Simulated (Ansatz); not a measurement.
**Yb4Si7Ni4, 15 atoms: time against threads and cards**

Aim: measure how long a relaxation at PBEsol takes on Yb4Si7Ni4, and how the time changes with the share of the machine.

Program: Ansatz 0.2.0 (relaxation, PBEsol, plane waves PAW). Host: AMD EPYC 7R13 (Zen 3), 96 cores, 96 hardware threads, 1656 GiB, 8 × H100 80GB HBM3, 81559 MiB; it was booked for these runs alone, one at a time. Each run is timed once from launch to exit, start-up included.

### Step 1. The system

The cell holds 15 atoms in 264 Å³, 1×1×2 copies of a database cell, with one atom taken out.

### Step 2. The reference run

File input.yaml:

```yaml
crystal:
  lattice:
    - [2.037476, -8.442212, 0.000000]
    - [2.037476, 8.442212, 0.000000]
    - [0.000000, 0.000000, 7.685090]
  atoms:
    - { symbol: Yb, position: [0.890053, 0.109947, 0.125000] }
    - { symbol: Yb, position: [0.109947, 0.890053, 0.375000] }
    - { symbol: Si, position: [0.540401, 0.459599, 0.125000] }
    - { symbol: Si, position: [0.459599, 0.540401, 0.375000] }
    - { symbol: Si, position: [0.248353, 0.751647, 0.125000] }
    - { symbol: Ni, position: [0.675570, 0.324430, 0.125000] }
    - { symbol: Ni, position: [0.324430, 0.675570, 0.375000] }
    - { symbol: Yb, position: [0.890053, 0.109947, 0.625000] }
    - { symbol: Yb, position: [0.109947, 0.890053, 0.875000] }
    - { symbol: Si, position: [0.540401, 0.459599, 0.625000] }
    - { symbol: Si, position: [0.459599, 0.540401, 0.875000] }
    - { symbol: Si, position: [0.248353, 0.751647, 0.625000] }
    - { symbol: Si, position: [0.751647, 0.248353, 0.875000] }
    - { symbol: Ni, position: [0.675570, 0.324430, 0.625000] }
    - { symbol: Ni, position: [0.324430, 0.675570, 0.875000] }
kpoints:
  mp_grid: { grid: [8, 8, 5] }
hamiltonian:
  xc: pbesol
scf:
  occupations: { method: gaussian, width: 0.1 }
relax:
  f_tol: 0.03
  max_steps: 30
  escape_saddle: false
```

Command:

```sh
> ansatz run input.yaml --backend cuda --devices 8 --events-out ev --progress --plain --runs-dir out
```

### Step 3. On 1 GPU, 48 threads

input.yaml is that of step 2.

(Steps that only read results are left out.)

Q: Predict the timings and the best choice. Wanted: reference; fastest over GPUs; speed-up from 1 to 8 GPUs.

As calculated:

| quantity | value |
| --- | --- |
| reference | 9.8 s on 8 GPUs, 48 threads |
| fastest over GPUs | 7.7 s on 1 |
| speed-up from 1 to 8 GPUs | 0.78 (10 % efficient) |

8 GPUs are no faster than 1: the job is too small for them. The figures hold for this build, input and host.
